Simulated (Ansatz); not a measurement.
# CH10OSi2: the cost of one run

Program: Ansatz 0.2.0. Level of theory: UKS B3LYP/6-31G. These are calculated values, not measurements.

### 1 The system as given

Bond lengths: Si1–O2 2.071 Å, Si1–H3 1.469 Å, Si1–H4 1.499 Å, Si1–Si5 2.300 Å, Si1–C7 2.176 Å, O2–H8 0.956 Å, Si5–H9 1.468 Å, Si5–H10 1.465 Å, Si5–H11 1.465 Å, C7–H12 1.085 Å, C7–H13 1.100 Å, C7–H14 1.085 Å. Angles (14 of 23 angles, heavy atoms first): O2–Si1–Si5 83.8°, O2–Si1–C7 76.0°, Si5–Si1–C7 116.7°, Si1–O2–H8 126.3°, O2–Si1–H3 86.3°, O2–Si1–H4 164.2°, H3–Si1–Si5 127.3°, H3–Si1–C7 110.6°, H4–Si1–Si5 105.4°, H4–Si1–C7 88.2°, Si1–Si5–H9 111.7°, Si1–Si5–H10 115.1°, Si1–Si5–H11 110.5°, Si1–C7–H12 101.4°.

As a file:

```xyz
14

Si   -0.7367   -0.1635    0.3839
O     0.7304   -1.4091   -0.3810
H    -1.5802   -1.3632    0.4623
H    -1.8245    0.8550    0.5426
Si    0.9186    0.4756    1.8472
H     0.2527   -0.5871   -1.2334
C    -0.5214    0.4861   -1.6814
H     0.6392   -2.3426   -0.5673
H     0.6153    1.7646    2.4820
H     2.2501    0.6215    1.2541
H     1.0384   -0.4918    2.9413
H    -1.5038    0.2591   -2.0819
H     0.1910    0.3486   -2.5086
H    -0.4691    1.5468   -1.4598
```

### 2 Run 1

150 steps of 0.5 fs at constant energy, with velocities drawn for 1000 K.

File input.yaml:

```yaml
crystal:
  periodic: [false, false, false]
  atoms:
    - { symbol: Si, position_ang: [-0.7367, -0.1635, 0.3839] }
    - { symbol: O, position_ang: [0.7304, -1.4091, -0.381] }
    - { symbol: H, position_ang: [-1.5802, -1.3632, 0.4623] }
    - { symbol: H, position_ang: [-1.8245, 0.855, 0.5426] }
    - { symbol: Si, position_ang: [0.9186, 0.4756, 1.8472] }
    - { symbol: H, position_ang: [0.2527, -0.5871, -1.2334] }
    - { symbol: C, position_ang: [-0.5214, 0.4861, -1.6814] }
    - { symbol: H, position_ang: [0.6392, -2.3426, -0.5673] }
    - { symbol: H, position_ang: [0.6153, 1.7646, 2.482] }
    - { symbol: H, position_ang: [2.2501, 0.6215, 1.2541] }
    - { symbol: H, position_ang: [1.0384, -0.4918, 2.9413] }
    - { symbol: H, position_ang: [-1.5038, 0.2591, -2.0819] }
    - { symbol: H, position_ang: [0.191, 0.3486, -2.5086] }
    - { symbol: H, position_ang: [-0.4691, 1.5468, -1.4598] }
magnetization:
  spin_polarized: true
basis:
  gaussian: { orbitals: "6-31G" }
hamiltonian:
  xc: b3lyp
md:
  timestep: 0.5
  n_steps: 150
  ensemble: nve
  temperature: 1000.0
  initial_velocities: maxwell_boltzmann
  seed: 802705
```

On the command line:

```sh
> ansatz run input.yaml --threads 1 --pin off --max-ram 2048MiB --backend cpu --events-out ev --progress --plain --runs-dir out
```

**Question.** How long does this run take on 1 thread of Intel Xeon Platinum 8488C (Sapphire Rapids), shared host, and how much memory does it need?

About 12 min, with a peak of 0.23 GiB.
